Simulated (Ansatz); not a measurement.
# Cu2SnHgS4: the cost of one run

Method: DFT PBE+D3(BJ), plane waves, PAW, scalar-relativistic, no spin polarisation, in Ansatz 0.2.0.

**1. Starting point**

The cell holds 16 atoms (Cu4Hg2S8Sn2): a = 5.674 Å, b = 5.674 Å, c = 11.191 Å, α = 90.00°, β = 90.00°, γ = 90.00°.

Coordinates:

```xyz
16
Lattice="5.6743 0.0000 0.0000 0.0000 5.6743 0.0000 0.0000 0.0000 11.1910" Properties=species:S:1:pos:R:3 pbc="T T T"
Cu    2.8372    0.0000    2.7978
Cu    0.0000    2.8372    2.7978
Sn    0.0000    0.0000    5.5955
Hg    0.0000    0.0000    0.0000
S     4.3088    1.3655    7.1784
S     1.3655    4.3088    7.1784
S     1.3655    1.3655    4.0126
S     1.4716    1.4716    9.6081
Cu    0.0000    2.8372    8.3933
Cu    2.8372    0.0000    8.3933
Sn    2.8372    2.8372    0.0000
Hg    2.8372    2.8372    5.5955
S     1.4716    4.2027    1.5829
S     4.2027    1.4716    1.5829
S     4.2027    4.2027    9.6081
S     4.3088    4.3088    4.0126
```

**2. Run 1**

310 steps of 2 fs at constant energy, with velocities drawn for 1400 K.

The input, input.yaml:

```yaml
crystal:
  lattice:
    - [5.674313, 0.0, 0.0]
    - [0.0, 5.674313, 0.0]
    - [0.0, 0.0, 11.191008]
  atoms:
    - { symbol: Cu, position: [0.5, 0.0, 0.25] }
    - { symbol: Cu, position: [0.0, 0.5, 0.25] }
    - { symbol: Sn, position: [0.0, 0.0, 0.5] }
    - { symbol: Hg, position: [0.0, 0.0, 0.0] }
    - { symbol: S, position: [0.759351, 0.240649, 0.641442] }
    - { symbol: S, position: [0.240649, 0.759351, 0.641442] }
    - { symbol: S, position: [0.240649, 0.240649, 0.358558] }
    - { symbol: S, position: [0.259351, 0.259351, 0.858558] }
    - { symbol: Cu, position: [0.0, 0.5, 0.75] }
    - { symbol: Cu, position: [0.5, 0.0, 0.75] }
    - { symbol: Sn, position: [0.5, 0.5, 0.0] }
    - { symbol: Hg, position: [0.5, 0.5, 0.5] }
    - { symbol: S, position: [0.259351, 0.740649, 0.141442] }
    - { symbol: S, position: [0.740649, 0.259351, 0.141442] }
    - { symbol: S, position: [0.740649, 0.740649, 0.858558] }
    - { symbol: S, position: [0.759351, 0.759351, 0.358558] }
basis:
  ecutwfc: 420.0
kpoints:
  mp_grid: { grid: [2, 2, 1] }
hamiltonian:
  xc: pbe
  dispersion: d3bj
scf:
  occupations: { method: fermi_dirac, width: 0.05 }
  lower_state_search: "off"
md:
  timestep: 2
  n_steps: 310
  ensemble: nve
  temperature: 1400.0
  initial_velocities: maxwell_boltzmann
  seed: 268945
```

Started as:

```
> ansatz run input.yaml --threads 2 --pin off --max-ram 5120MiB --backend cpu --events-out ev --progress --plain --runs-dir out
```

What time and memory should one allow on 2 threads of Arm Neoverse V1, shared host?

About 21 min, with a peak of 0.95 GiB.
